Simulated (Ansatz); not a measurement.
# CH6O2Si, SMILES OC(O)[SiH3]: a rigid torsion scan

Program: Ansatz 0.2.0, Python API.

Run as a notebook:

In [1]:
```python
import ansatz as az
from ase import Atoms
```

In [2]:
```python
atoms = Atoms(["O", "C", "O", "Si", "H", "H", "H", "H", "H", "H"], positions=[
    [-0.7108, 0.1794, -1.5092],
    [-0.3409, 0.4778, -0.1853],
    [0.5416, 1.5737, -0.3038],
    [0.3361, -1.0315, 0.8017],
    [-1.2925, 0.991, -1.7864],
    [-1.2125, 0.869, 0.3582],
    [1.4122, 1.2036, -0.676],
    [-0.7344, -2.0951, 0.8208],
    [0.5662, -0.6421, 2.2542],
    [1.518, -1.577, 0.2287],
])
```

In [3]:
```python
# relax first, so that the scan starts from a minimum
first = (
    az.Crystal.molecule_from_ase(atoms).calculation()
    .basis(gaussian="6-31G*")
    .functional("b3lyp")
    .relax(force_tolerance=0.02, max_steps=80)
)
atoms.positions = first.run(threads=1).report["positions_ang"]
```

In [4]:
```python
start = atoms.get_dihedral(0, 1, 2, 6)
energies = {}
for turn in range(0, 360, 40):
    turned = atoms.copy()
    turned.set_dihedral(0, 1, 2, 6, start + turn, indices=[2, 6])
    setup = az.Crystal.molecule_from_ase(turned).calculation().basis(gaussian="6-31G*").functional("b3lyp")
    energies[round((start + turn) % 360)] = setup.run(threads=1).report["free_energy_ev"]
floor = min(energies.values())
print("dihedral O0-C1-O2-H6 (deg)   E - E(min) (kJ/mol)")
for angle, e in sorted(energies.items()):
    print(f"{angle:8d} {96.485332 * (e - floor):14.3f}  " + "#" * int(30 * (e - floor) / max(max(energies.values()) - floor, 1e-9)))
```
```text
dihedral O0-C1-O2-H6 (deg)   E - E(min) (kJ/mol)
      22         29.365  ##############################
      62         23.846  ########################
     102         20.017  ####################
     142         20.649  #####################
     182         24.947  #########################
     222         28.703  #############################
     262         13.328  #############
     302          0.000
     342         13.412  #############
```

What to keep in mind:
- The scan is rigid and the energies are electronic, in a modest basis. With rigid groups the curve can differ much from the relaxed path, the start wasn't checked as a minimum of this torsion, and equivalent turns needn't return to the same energy.
- b3lyp holds the VWN-RPA fit, as in Gaussian; the form of ORCA and Turbomole is b3lyp5.
- Hardware and time: 25 s on 1 thread of Intel(R) Xeon(R) Processor @ 2.30GHz, on a shared host, peak memory 0.27 GiB.
